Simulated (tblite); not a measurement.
# C16H16Si16: the cost of one run

Programs: tblite 0.8.0 and PySCF 2.14.0, with routines of our own; each step states its level. All values are computed. Atoms count from 0.

### 1 The system as given

48 atoms, charge 0, multiplicity 1; geometry from: force field, distance geometry or constructed start.

### 2 Relaxing the molecule with GFN2-xTB

Job settings and geometry (Å):

```
{"job": {"kind": "relax", "xc": "GFN2-xTB", "basis": "xTB"}, "charge": 0, "multiplicity": 1}
C      4.035500     1.952400    -0.001600
Si     2.477200     2.851800    -0.006900
C      0.935500     1.951900     0.001000
Si     0.929600     0.168600    -0.006200
C      2.479400    -0.732000     0.003400
Si     4.027300     0.163700    -0.002600
C     -0.619800    -0.729100    -0.003300
Si    -0.616500    -2.518100     0.001500
C      0.933000    -3.417900    -0.000400
Si     2.477600    -2.521600     0.001600
Si    -0.622000     2.848000    -0.002100
C     -2.172600     1.952200    -0.000000
Si    -2.173500     0.164900     0.005000
Si    -3.718100     2.848600    -0.002700
C     -5.272700     1.959300     0.000200
Si    -5.272400     0.164800     0.006300
C     -3.719900    -0.728900     0.000900
C      4.029500    -3.419200    -0.001000
Si     0.929700    -5.204000     0.002500
C      2.483200    -6.099900     0.002700
Si     4.028300    -5.202000     0.001500
C     -6.821600    -0.729300    -0.000200
Si    -6.817300    -2.516200     0.006600
C     -5.274700    -3.420100    -0.001500
Si    -3.719800    -2.518200     0.000900
C     -2.176200    -3.416700     0.002500
C      5.581500     4.641500    -0.000700
Si     4.030000     5.534800     0.001200
C      2.481000     4.639600    -0.002000
Si     5.581900     2.849600     0.003400
Si     0.933900     5.534800    -0.001100
C     -0.621800     4.640500     0.000200
H      5.276700    -0.555700    -0.001900
H     -3.718200     4.287900     0.003700
H     -6.213300     2.501000    -0.003300
H      4.975100    -2.868600    -0.002900
H     -0.317600    -5.925700    -0.004100
H      2.481300    -7.188300    -0.002600
H      5.278800    -5.929700    -0.000100
H     -7.769400    -0.182400     0.001200
H     -8.067800    -3.243100     0.003800
H     -5.264600    -4.511400     0.003700
H     -2.165200    -4.504800    -0.003600
H      6.527400     5.183700    -0.001800
H      4.026900     6.975900     0.002400
H      6.826000     2.130800    -0.003400
H      0.932700     6.974300    -0.000600
H     -1.564200     5.186800     0.002300
```

On the command line:

```sh
$ OMP_NUM_THREADS=4 python large_run.py task.json out
```

This one command runs all jobs of the session in turn.

Q: Estimate the wall time and peak memory of this first job on 4 threads of Intel Xeon Platinum 8259CL at 2.50GHz, shared host.

About 19 s, with a peak of 0.17 GiB.
